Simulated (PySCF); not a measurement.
**AlCu: from the state search to spectroscopic constants**

What are the lowest state that PBE0 finds, the bond length, vibrational wavenumber and bond energy of AlCu, and how much do these hang on the method?

Program: PySCF 2.14.0. Level of theory: Al def2-TZVPPD, Cu def2-TZVPPD, no relativity. These are calculated values, not measurements.

## 1. The job

A driver script around PySCF takes these settings:

```json
{"atoms": "Al, Cu", "charge": "0", "basis": "Al def2-TZVPPD, Cu def2-TZVPPD", "Hamiltonian": "no relativity", "basis functions": "115", "electrons treated": "42", "masses in u": "26.9815, 62.9296", "levels": "PBE0, PBE, r²SCAN, B3LYP, TPSSh, PBEsol, BLYP, M06-L, ωB97M-V, HF, MP2, SCS-MP2, CCSD, CCSD(T)", "grid": "80 radial by 434 angular points", "occupations": "held fixed by the projection of orbital angular momentum", "dissociation limit": "Al + Cu, each in its ground configuration", "starting distance in angstrom": "2.330", "values of 2S to try": "0, 2, 4"}
```

Started as:

```bash
$ OMP_NUM_THREADS=2 python dia.py task.json out
```

The runs that follow: The PBE0 curve of the state that the search chose; Excited determinants; PBE (GGA); r²SCAN; B3LYP (global hybrid GGA); TPSSh; PBEsol (GGA); BLYP; M06-L (meta-GGA); ωB97M-V (range-separated hybrid); RHF (mean field); MP2 and coupled cluster.

What does the calculation give? Wanted: for each run, Re; ωe; De; μ.

The runs gave:

Lowest PBE0 solution found, without spin–orbit coupling: ¹Σ⁺ (singlet), closed shell. State 2 has its PBE0 minimum 0.97 eV higher. State 3 has its PBE0 minimum 1.19 eV higher, as a spin-mixed determinant (⟨S²⟩ = 1.02), so this is no gap between pure states. The other levels ran on the lowest alone.

```
      level  Re (Å)  ωe (cm⁻¹)  De (eV)  μ (D)
        RHF   2.629      214.3    0.490   1.43
    RHF-MP2   2.334      299.7     2.06    n/a
RHF-SCS-MP2   2.372      282.7     1.95    n/a
   RHF-CCSD   2.432      263.3     1.76    n/a
RHF-CCSD(T)   2.388      279.6     2.04    n/a
        PBE   2.379      287.2     2.46  -0.57
     PBEsol   2.352      296.8     2.63  -0.55
       BLYP   2.392      278.3     2.38  -0.93
     r²SCAN   2.357      296.8     2.30  -0.19
      M06-L   2.380      291.6     2.51  -0.30
      TPSSh   2.379      286.6     2.16   0.04
      B3LYP   2.408      269.7     2.08  -0.55
       PBE0   2.409      272.4     2.00  -0.04
    ωB97M-V   2.406      274.9     2.17  -0.07
```

De is counted to Al + Cu in their ground configurations. A positive dipole means Al(−)Cu(+).

Differences from CCSD(T) in the same basis:

```
      level  Re (mÅ)  ωe (%)
        RHF     +240   -23.4
    RHF-MP2      -55    +7.2
RHF-SCS-MP2      -17    +1.1
   RHF-CCSD      +43    -5.8
        PBE       -9    +2.7
     PBEsol      -36    +6.2
       BLYP       +4    -0.5
     r²SCAN      -31    +6.1
      M06-L       -9    +4.3
      TPSSh       -9    +2.5
      B3LYP      +20    -3.5
       PBE0      +21    -2.6
    ωB97M-V      +17    -1.7
```

In words: Against CCSD(T) in the same basis, the bond length is nearest at BLYP (+4 mÅ) and farthest at RHF (+240 mÅ); the wavenumber is nearest at BLYP (-0.5 %) and farthest at RHF (-23.4 %). Of the levels with a De here, RHF gives the least (0.490 eV) and PBEsol the most (2.63 eV).

Correlated steps freeze 10 core orbitals.
